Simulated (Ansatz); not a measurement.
# BClH6NP: the cost of one run

All numbers below are computed with Ansatz 0.2.0 (RKS B3LYP/6-31G*).

## 1. The structure to begin with

Bond lengths: N2–H3 1.060 Å, N2–H4 1.060 Å, B1–Cl5 1.860 Å, B1–H6 1.190 Å, B1–P7 2.210 Å, P7–H8 1.420 Å, P7–H9 1.420 Å, N2–H10 1.149 Å, P7–H10 1.433 Å. Angles: H3–N2–H4 120.0°, H3–N2–H10 89.6°, H4–N2–H10 97.2°, Cl5–B1–H6 120.0°, Cl5–B1–P7 88.6°, H6–B1–P7 109.9°, B1–P7–H8 109.5°, B1–P7–H9 109.5°, B1–P7–H10 66.5°, H8–P7–H9 109.4°, H8–P7–H10 130.6°, H9–P7–H10 118.3°, N2–H10–P7 138.7°.

Structure file:

```xyz
10

B     0.0000    0.0000    0.0000
N     0.0000    0.0000    1.9000
H    -0.8770   -0.2713    2.4300
H     0.8770    0.2713    2.4300
Cl    1.6108    0.0000   -0.9300
H    -1.0305    0.0000   -0.5950
P     0.4648   -2.0451    0.6969
H    -0.4250   -2.9678    0.0858
H     1.8009   -2.3734    0.3454
H     0.2528   -1.1124    1.7636
```

## 2. A restrained relaxation towards end A

Springs on the bonds that form and break draw the guess towards this end; the thresholds are loose.

input.yaml reads:

```yaml
crystal:
  periodic: [false, false, false]
  atoms:
    - { symbol: B, position_ang: [0.0, 0.0, 0.0] }
    - { symbol: "N", position_ang: [0.0, 0.0, 1.9] }
    - { symbol: H, position_ang: [-0.877, -0.2713, 2.43] }
    - { symbol: H, position_ang: [0.877, 0.2713, 2.43] }
    - { symbol: Cl, position_ang: [1.6108, 0.0, -0.93] }
    - { symbol: H, position_ang: [-1.0305, 0.0, -0.595] }
    - { symbol: P, position_ang: [0.4648, -2.0451, 0.6969] }
    - { symbol: H, position_ang: [-0.425, -2.9678, 0.0858] }
    - { symbol: H, position_ang: [1.8009, -2.3734, 0.3454] }
    - { symbol: H, position_ang: [0.2528, -1.1124, 1.7636] }
basis:
  gaussian: { orbitals: "6-31G*" }
hamiltonian:
  xc: b3lyp
relax:
  f_tol: 0.15
  max_steps: 25
  restrain:
    - { distance: [0, 6], at: 3.11, k: 30.0 }
    - { distance: [9, 1], at: 2.26, k: 30.0 }
    - { distance: [0, 1], at: 1.55, k: 30.0 }
    - { distance: [9, 6], at: 1.42, k: 30.0 }
```

The run is started by

```bash
$ ansatz run input.yaml --threads 1 --pin off --max-ram 2048MiB --backend cpu --events-out ev --progress --plain --runs-dir out
```

Q: Estimate wall time and peak memory on 1 thread of AMD EPYC 7R43 (Zen 3), shared host.

About 50 s, with a peak of 0.18 GiB.
